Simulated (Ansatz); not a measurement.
**CH₇FO₂Si₂: how energies converge with the basis set**

How large a basis does CH₇FO₂Si₂ need? Two functionals are run in growing sets.

Method: one geometry, several basis sets; program: Ansatz 0.2.0, Gaussian basis.

Plan: PBE0-D4/def2-SVP; ωB97M-V/def2-SVP; PBE0-D4/def2-QZVPP; ωB97M-V/def2-QZVPP; the functionals' def2-TZVPP values are taken from earlier runs.

## 1. The geometry

All runs share one geometry, relaxed beforehand with PBE0-D4 in a triple-zeta def2 set.

13 atoms, charge 0, spin multiplicity 1.

Atoms are counted from 1 here; the program's logs count them from 0.

Bond lengths: C1–Si2 1.859 Å, C1–H7 1.092 Å, C1–H8 1.093 Å, C1–H9 1.093 Å, Si2–O3 1.654 Å, Si2–Si4 2.353 Å, Si2–H10 1.494 Å, O3–H11 0.960 Å, Si4–O5 1.647 Å, Si4–F6 1.607 Å, Si4–H12 1.490 Å, O5–H13 0.959 Å. Angles: Si2–C1–H7 111.0°, Si2–C1–H8 110.6°, Si2–C1–H9 110.2°, H7–C1–H8 108.4°, H7–C1–H9 108.5°, H8–C1–H9 108.1°, C1–Si2–O3 108.6°, C1–Si2–Si4 114.0°, C1–Si2–H10 109.4°, O3–Si2–Si4 105.9°, O3–Si2–H10 110.9°, Si4–Si2–H10 108.1°, Si2–O3–H11 115.6°, Si2–Si4–O5 102.0°, Si2–Si4–F6 111.7°, Si2–Si4–H12 118.8°, O5–Si4–F6 109.6°, O5–Si4–H12 110.1° and more.

## 2. PBE0-D4 in def2-SVP

Input file in.yaml:

```yaml
crystal:
  periodic: [false, false, false]
  atoms:
    - {symbol: C, position_ang: [-1.353913, 1.541485, -0.603844]}
    - {symbol: Si, position_ang: [-0.564369, -0.140281, -0.656345]}
    - {symbol: O, position_ang: [-1.558903, -1.215325, 0.112809]}
    - {symbol: Si, position_ang: [1.502204, -0.262841, 0.461885]}
    - {symbol: O, position_ang: [1.427468, -1.753749, 1.157476]}
    - {symbol: F, position_ang: [1.626931, 0.859205, 1.605025]}
    - {symbol: H, position_ang: [-1.452747, 1.895957, 0.423919]}
    - {symbol: H, position_ang: [-0.755070, 2.265249, -1.162892]}
    - {symbol: H, position_ang: [-2.348957, 1.504533, -1.054518]}
    - {symbol: H, position_ang: [-0.345816, -0.541849, -2.079067]}
    - {symbol: H, position_ang: [-1.118839, -1.947328, 0.551103]}
    - {symbol: H, position_ang: [2.756882, -0.128555, -0.330048]}
    - {symbol: H, position_ang: [2.205429, -2.111200, 1.589299]}
basis:
  gaussian: {orbitals: def2-SVP}
hamiltonian: {xc: pbe0, dispersion: d4}
output: {orbitals: {seedname: orbitals}}
```

The run is started by

```bash
$ ansatz run in.yaml --threads 2 --pin off --events-out ev --progress --plain --max-ram 32768MiB --backend cpu
```

Further steps of the session: ωB97M-V in def2-SVP; PBE0-D4 in def2-QZVPP; ωB97M-V in def2-QZVPP.

**Question.** What will the summary of the whole plan be? Wanted: PBE0-D4: double and triple zeta above quadruple; ωB97M-V: double and triple zeta above quadruple.

The runs gave:

| quantity | value |
| --- | --- |
| PBE0-D4: double and triple zeta above quadruple | 16.87, 1.01 eV |
| ωB97M-V: double and triple zeta above quadruple | 17.09, 0.95 eV |

What this shows: For PBE0-D4 the step from double to triple zeta gains 15.86 eV and the next only 1.01 eV. These are total energies; as a rule much of such shifts cancels in differences, which this series doesn't test. The LUMO of ωB97M-V is positive and keeps falling with the basis (1.90 to 0.90 eV): an unbound level that the basis holds in place.
